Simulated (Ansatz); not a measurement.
# MgZn3O4: gaps at several levels of theory

An exercise on one series of results from a longer session: the logs are not shown, and one member is left open.

Program: Ansatz 0.2.0. Level of theory: DFT PBEsol, scalar-relativistic, plane waves, PAW. These are calculated values, not measurements.

That is the level of the relaxation; later steps name their own.

**The starting structure**

It takes space group Cmc2_1 (No. 36, orthorhombic). Conventional cell: a = 6.494 Å, b = 11.248 Å, c = 5.202 Å, α = 90.00°, β = 90.00°, γ = 90.00°. Mg (site symmetry m) has 4 O at 1.97 to 1.98 Å as nearest neighbours. Zn (site symmetry 1) has 4 O at 1.97 to 1.98 Å as nearest neighbours. Zn (site symmetry m) is surrounded by 4 O at 1.97 to 1.98 Å. O (site symmetry m) is surrounded by 2 Mg at 1.97 to 1.98 Å and 2 Zn at 1.98 Å. O (site symmetry 1) is surrounded by 3 Zn at 1.97 to 1.98 Å and 1 Mg at 1.98 Å. O (site symmetry m) has 4 Zn at 1.97 to 1.98 Å as nearest neighbours.

As a file:

```cif
data_structure
_symmetry_space_group_name_H-M 'P 1'
_symmetry_Int_Tables_number 1
_cell_length_a 5.2022
_cell_length_b 6.4943
_cell_length_c 6.4943
_cell_angle_alpha 120.000
_cell_angle_beta 90.000
_cell_angle_gamma 90.000
_cell_volume 190.01
loop_
_atom_site_label
_atom_site_type_symbol
_atom_site_fract_x
_atom_site_fract_y
_atom_site_fract_z
_atom_site_occupancy
Mg1 Mg 0.50000 0.16667 0.33333 1
Zn1 Zn 0.50000 0.16667 0.83333 1
Zn2 Zn 0.50000 0.66667 0.33333 1
Zn3 Zn 0.50000 0.66667 0.83333 1
Mg2 Mg 0.00000 0.33333 0.66667 1
Zn4 Zn 0.00000 0.33333 0.16667 1
Zn5 Zn 0.00000 0.83333 0.66667 1
Zn6 Zn 0.00000 0.83333 0.16667 1
O1 O 0.62099 0.33333 0.66667 1
O2 O 0.62099 0.33333 0.16667 1
O3 O 0.62099 0.83333 0.66667 1
O4 O 0.62099 0.83333 0.16667 1
O5 O 0.12099 0.16667 0.33333 1
O6 O 0.12099 0.16667 0.83333 1
O7 O 0.12099 0.66667 0.33333 1
O8 O 0.12099 0.66667 0.83333 1
```

Set-up of the first run:

(A quick probe on a coarse mesh, which set the mesh and smearing, is not shown.)

input.yaml reads:

```yaml
crystal:
  lattice:
    - [0.0, 0.0, -5.20221162]
    - [3.247125, 5.62418548, 0.0]
    - [3.247125, -5.62418548, 0.0]
  atoms:
    - { symbol: Mg, position: [0.5, 0.16666667, 0.33333333] }
    - { symbol: Zn, position: [0.5, 0.16666667, 0.83333333] }
    - { symbol: Zn, position: [0.5, 0.66666667, 0.33333333] }
    - { symbol: Zn, position: [0.5, 0.66666667, 0.83333333] }
    - { symbol: Mg, position: [0.0, 0.33333333, 0.66666667] }
    - { symbol: Zn, position: [0.0, 0.33333333, 0.16666667] }
    - { symbol: Zn, position: [0.0, 0.83333333, 0.66666667] }
    - { symbol: Zn, position: [0.0, 0.83333333, 0.16666667] }
    - { symbol: O, position: [0.62099, 0.33333333, 0.66666667] }
    - { symbol: O, position: [0.62099, 0.33333333, 0.16666667] }
    - { symbol: O, position: [0.62099, 0.83333333, 0.66666667] }
    - { symbol: O, position: [0.62099, 0.83333333, 0.16666667] }
    - { symbol: O, position: [0.12099, 0.16666667, 0.33333333] }
    - { symbol: O, position: [0.12099, 0.16666667, 0.83333333] }
    - { symbol: O, position: [0.12099, 0.66666667, 0.33333333] }
    - { symbol: O, position: [0.12099, 0.66666667, 0.83333333] }
basis:
  ecutwfc: 420
kpoints:
  mp_grid: { grid: [6, 6, 6] }
hamiltonian:
  xc: pbesol
scf:
  occupations: { method: gaussian, width: 0.02 }
output:
  forces: true
  stress: true
  eigenvalues: true
relax:
  adjacent_minimum: "off"
  f_tol: 0.005
  max_steps: 80
  cell: { stress_tol: 0.05 }
```

The run is started by

```bash
> ansatz run input.yaml --threads 4 --pin off --max-ram 10240MiB --backend cpu --events-out ev --progress --plain --runs-dir out
```

Steps of the session up to this table: Relaxing cell and atoms; Band edges over the whole zone; Levels with PBEsol; Levels with PBEsol on the hybrid's mesh; The run at HSE06; Levels with r2SCAN.

One of the session's tables, all rows but one given; the rest of the session is left out.

```
                      level  gap (eV)  least direct gap (eV)
                     PBEsol      1.27                   1.27
PBEsol on the hybrid's mesh      1.27                   1.27
                      HSE06      3.09                   3.09
                     r2SCAN         ?                      ?
```

Estimate the missing values for r2SCAN.

The run gave: gap (eV): 1.84; least direct gap (eV): 1.84. In the column «gap (eV)» it lies between PBEsol on the hybrid's mesh (1.27) and HSE06 (3.09).

Gaps are by band count over the mesh and the named points; a gap of 0 means that the bands overlap or touch.
